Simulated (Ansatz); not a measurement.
Runs of Ansatz 0.2.0 on BiTe. The structure is cubic, space group Fm-3m (No. 225). The conventional cell has a = 6.470 Å, b = 6.470 Å, c = 6.470 Å, α = 90.00°, β = 90.00°, γ = 90.00°. Around Bi (site symmetry m-3m) lie 6 Te at 3.23 Å. Te (site symmetry m-3m) is surrounded by 6 Bi at 3.23 Å. 

```csv
level,gap on the mesh (eV),pressure (GPa),relaxed volume (Å³/atom)
PBEsol+D3(BJ)-ATM,none,0.0,31.60
PBEsol,none,0.0,32.84
PBEsol+D4,none,0.0,(a)
PBEsol+D3(BJ),none,0.0,31.47
```

Alike in all rows: task relaxation of cell and atoms; potentials or basis Ansatz PAW; no spin polarisation; cell relaxed; k mesh 7 × 7 × 7; cutoff (eV) 420; smearing fermi-dirac 0.05 eV.

**Question.** Estimate the missing entries.

**Answer.** (a) 32.01.

Caveats: the plane-wave basis is chosen anew once the cell has moved, so the energies of steps on either side of that aren't comparable; spin-orbit coupling is left out, which moves the levels of the heavy elements; the PAW data sets come from PBE, with cores solved anew for the run's functional, which leaves a small shift of forces and pressure; pairwise dispersion overbinds metals, which lowers pressure and volume (some runs).

A k mesh can miss the band edges, and the runs leave out spin-orbit coupling on Bi, Te.

A gap of «none» marks a metal or a gap under the smearing width.
